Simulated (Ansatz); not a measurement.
This script makes an equation of state with a fit of Lu3Al, space group Pm-3m with Ansatz 0.2.0 through its Python package.

`lu3al.py`
```python
'''Energy against volume for Lu3Al, with a fit.'''

import argparse
import warnings

import ansatz
import numpy as np
from pymatgen.analysis.eos import EOS

parser = argparse.ArgumentParser(description='Energy against volume for Lu3Al, with a fit.')
parser.add_argument('--filling', required=True, help='how the bands are filled')
parser.add_argument('--beta', type=float, default=0.2, help='density mixing step')
parser.add_argument('--cutoff', type=float, required=True, help='basis')
parser.add_argument('--kgrid', type=int, nargs=3, required=True, help='k-point sampling')
args = parser.parse_args()

vectors0 = np.array([
    [4.62655, 0.0, 0.0],
    [0.0, 4.62655, 0.0],
    [0.0, 0.0, 4.62655],
])
sites = [
    ('Lu', (0.0, 0.5, 0.5)),
    ('Lu', (0.5, 0.0, 0.5)),
    ('Lu', (0.5, 0.5, 0.0)),
    ('Al', (0.0, 0.0, 0.0)),
]


def crystal_on(cell):
    crystal = ansatz.Crystal(lattice=ansatz.Lattice.of(cell))
    for symbol, position in sites:
        crystal = crystal.atom(symbol, position)
    return crystal


def main() -> None:
    warnings.simplefilter('ignore', ansatz.DeckWarning)

    # uniform scaling of the cell
    volumes, energies, pressures = [], [], []
    for scale in np.linspace(0.88, 1.12, 7):
        cell = vectors0 * scale ** (1 / 3)
        calc = crystal_on(cell).calculation()
        calc = calc.occupations(args.filling)
        calc = calc.mixing('broyden', ndim=4, beta=args.beta).functional(ansatz.Functional.LDA)
        calc = calc.basis(args.cutoff)
        calc = calc.kpoints(*args.kgrid)
        calc = calc.stress()
        report = calc.run().report
        volumes.append(abs(np.linalg.det(cell)) / len(sites))
        energies.append(report['free_energy_ev'] / len(sites))
        pressures.append(np.trace(report['stress_gpa']) / 3)
        print(f'V = {volumes[-1]:8.4f} A^3/atom  F = {energies[-1]:.5f} eV/atom  P = {pressures[-1]:8.3f} GPa')

    for form in ['murnaghan', 'birch_murnaghan']:
        fit = EOS(eos_name=form).fit(volumes, energies)
        print(f'{form:18s} V0 {fit.v0:8.4f} A^3/atom  B0 {fit.b0_GPa:7.1f} GPa  B1 {fit.b1:5.2f}')


if __name__ == '__main__':
    main()
```

Its results, one of them left out:

| V (Å³/atom) | F less the lowest row shown (meV/atom) |
| --- | --- |
| 21.787 | ? |
| 22.777 | 0.00 |
| 23.767 | 9.21 |
| 24.758 | 32.25 |
| 25.748 | 66.61 |
| 26.738 | 110.36 |
| 27.729 | 161.86 |

What is the missing energy at 21.787 Å³ an atom?

A third-order Birch-Murnaghan fit, E = E0 + (9 V0 B0 / 16) [(t - 1)³ B' + (t - 1)² (6 - 4t)] with t = (V0/V)^(2/3), through the 6 rows shown gives V0 = 22.694 Å³, B0 = 62.8 GPa, B' = 3.43 and E0 = -0.06 meV. At V = 21.787 Å³, t = 1.02757, and the fit extrapolates to 7.48 meV. The run gave 7.89 meV, a miss of 0.42 meV.

Caveats:
- The settings weren't tested for convergence.
- The mesh is modest for a metal, so energies can be off by several to tens of meV an atom and pressures by half a GPa or more; differences at equal mesh fare better.
- Pressure is positive in compression.
- The structure comes from a database of computed cells and needn't be a stable or known phase.
- Hardware and time: 63 s on 1 thread of Arm Neoverse N1, on a shared host, peak memory 0.52 GiB.

(A comment or docstring line of the script was reworded after the run, the code is as it ran.)
